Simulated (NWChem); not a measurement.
# UBP86/aug-cc-pVDZ run of C3H5 (cyclopropyl)

What is the electronic atomisation energy of C3H5 (cyclopropyl) at UBP86/aug-cc-pVDZ? 

The calculation is run with NWChem 7.3.0.

### Step 1. The structure to begin with

The species is C3H5 (8 atoms), meant as a doublet with charge 0. As SMILES, `[CH]1CC1`. The coordinates come from a PBE0-D4/def2-TZVP relaxation.

Bond lengths: C1–C2 1.459 Å, C1–C3 1.459 Å, C2–C3 1.523 Å, C1–H4 1.079 Å, C2–H5 1.087 Å, C2–H6 1.087 Å, C3–H7 1.087 Å, C3–H8 1.087 Å. Some angles: C1–C2–C3 58.5°, C2–C1–C3 62.9°, C1–C3–C2 58.5°, C1–C2–H5 119.2°, C1–C2–H6 118.9°, C3–C2–H5 119.0°, C3–C2–H6 116.7°, C2–C1–H4 132.7°, C3–C1–H4 132.7°, C1–C3–H7 118.9°.

### Step 2. The energy at UBP86/aug-cc-pVDZ

Input file a.nw:

```
start a
title "C3H5 BP86"
memory total 2200 mb

geometry units bohr noautosym nocenter noautoz
  C   -1.74308338  -0.44843201  -0.39476379
  C    0.07067576   1.43411316   0.48074633
  C    0.83828251  -1.30617870   0.05423514
  H   -2.96781488  -0.53800503  -2.02314079
  H    0.73434757   2.86973809  -0.82958977
  H   -0.02588925   2.07397442   2.42943191
  H    1.23436910  -2.42603040   1.72909940
  H    2.03315634  -1.76727187  -1.55127618
end

basis "ao basis" spherical bse
  * library aug-cc-pVDZ
end

dft
  xc becke88 perdew86
  mult 2
  grid fine
  convergence energy 1e-08
  iterations 100
  mulliken
  noprint "final vectors analysis"
end

task dft
```

Launch:

```bash
$ nwchem a.nw > a.out
```

The log of the run, cut to the lines that bear on the results:

```text
[...]
          Wavefunction type:  spin polarized.
          No. of atoms     :     8
          No. of electrons :    23
[...]
          Charge           :     0
          Spin multiplicity:     2
[...]
          AO basis - number of functions:   114
[...]
              XC Information
              --------------
                    Becke 1988 Exchange Functional  1.000
                Perdew 1981 Correlation Functional  1.000 local
                Perdew 1986 Correlation Functional  1.000 non-local
[...]
 d= 0,ls=0.0,diis     1   -117.1883658388 -1.87D+02  1.11D-02  7.55D-02     4.8
[...]
 d= 0,ls=0.0,diis    10   -117.2203596528  7.48D-09  5.04D-07  1.04D-09    44.5
[...]
         Total DFT energy =     -117.220359652821
      One electron energy =     -293.422054108419
           Coulomb energy =      124.848042991418
    Exchange-Corr. energy =      -18.109616488382
 Nuclear repulsion energy =       69.463267952563
[...]
      Total Density - Mulliken Population Analysis
     ---------------------------------------------
    Atom       Charge   Shell Charges
 -----------   ------   -------------------------------------------------------
    1 C    6     5.54   2.02  0.65  0.67 -0.03  2.03  0.17  0.05  0.06 -0.09
    2 C    6     4.86   2.02  0.64  0.41 -0.23  2.16 -0.11  0.04  0.06 -0.13
    3 C    6     4.86   2.02  0.64  0.41 -0.23  2.16 -0.11  0.04  0.06 -0.13
    4 H    1     1.63   0.77  0.77  0.04  0.03  0.01
    5 H    1     1.57   0.78  0.78  0.01  0.03 -0.04
    6 H    1     1.49   0.78  0.72  0.01  0.03 -0.05
    7 H    1     1.49   0.78  0.72  0.01  0.03 -0.05
    8 H    1     1.57   0.78  0.78  0.01  0.03 -0.04
[...]
      <S2> =      0.7529 (Exact =     0.7500)
[...]
```

Run time: 46 s. Hardware: 1 thread of AMD EPYC 7R43 (Zen 3), shared host; peak memory 0.11 GiB.

### Step 3. The C atom, same level

Input file mol.nw:

```
start mol
title "C"
memory total 2200 mb

geometry units angstrom noautosym nocenter noautoz
C        0.000000       0.000000       0.000000
end

basis "ao basis" spherical bse
* library aug-cc-pVDZ
end

dft
xc becke88 perdew86
mult 3
grid fine
convergence energy 1e-08
maxiter 100
mulliken
print low
end

task dft energy
```

Launch:

```bash
$ nwchem mol.nw > mol.out
```

The log of the run, cut to the lines that bear on the results:

```text
[...]
 d= 0,ls=0.0,diis     1    -37.7909755765 -3.78D+01  2.22D-02  7.73D-02     0.1
[...]
 d= 0,ls=0.0,diis     6    -37.8412912739 -4.19D-10  5.09D-08  4.13D-13     0.3
[...]
         Total DFT energy =      -37.841291273933
      One electron energy =      -50.408108020994
           Coulomb energy =       17.775535784276
    Exchange-Corr. energy =       -5.208719037215
 Nuclear repulsion energy =        0.000000000000
[...]
      Total Density - Mulliken Population Analysis
     ---------------------------------------------
    Atom       Charge   Shell Charges
 -----------   ------   -------------------------------------------------------
    1 C    6     6.00   2.01  0.93  1.03  0.03  1.23  0.71  0.06  0.00  0.00
     --------------------------------------------
      Spin Density - Mulliken Population Analysis
     --------------------------------------------
    Atom       Charge   Shell Charges
 -----------   ------   -------------------------------------------------------
    1 C    6     2.00   0.00  0.04 -0.02 -0.02  1.23  0.71  0.06 -0.00 -0.00
[...]
      <S2> =      2.0028 (Exact =     2.0000)
[...]
```

It took 0.99 s on 1 thread of AMD EPYC 7R43 (Zen 3), shared host; peak memory 0.1 GiB.

### Step 4. The H atom at the same level

Input file mymol.nw:

```
start mymol
title "H BP86"
memory stack 880 mb heap 220 mb global 1100 mb
geometry units angstroms noautosym nocenter noautoz
   H      0.000000     0.000000     0.000000
end
basis spherical bse
   * library aug-cc-pVDZ
end
dft
   xc becke88 perdew86
   mult 2
   grid fine
   convergence energy 1e-08
   maxiter 100
   mulliken
   print low
end
task dft energy
```

Run the same way, it converges to -0.49956 Eh (log not shown).

### Step 5. Summary of results

At UBP86/aug-cc-pVDZ:

```
                     quantity          value
       molecule: total energy  -117.22036 Eh
      molecule: dipole moment         0.63 D
               molecule: ⟨S²⟩          0.753
         C atom: total energy   -37.84129 Eh
                 C atom: ⟨S²⟩          2.003
         H atom: total energy    -0.49956 Eh
                 H atom: ⟨S²⟩          0.750
electronic atomisation energy      32.618 eV
```

What this shows: Taking the molecule apart into free atoms costs 32.62 eV (3147 kJ/mol), before zero-point energy and without spin-orbit coupling. Mulliken charges (molecule) run from -0.63 on H4 to +1.14 on C2; in a basis this large or diffuse they mean little.
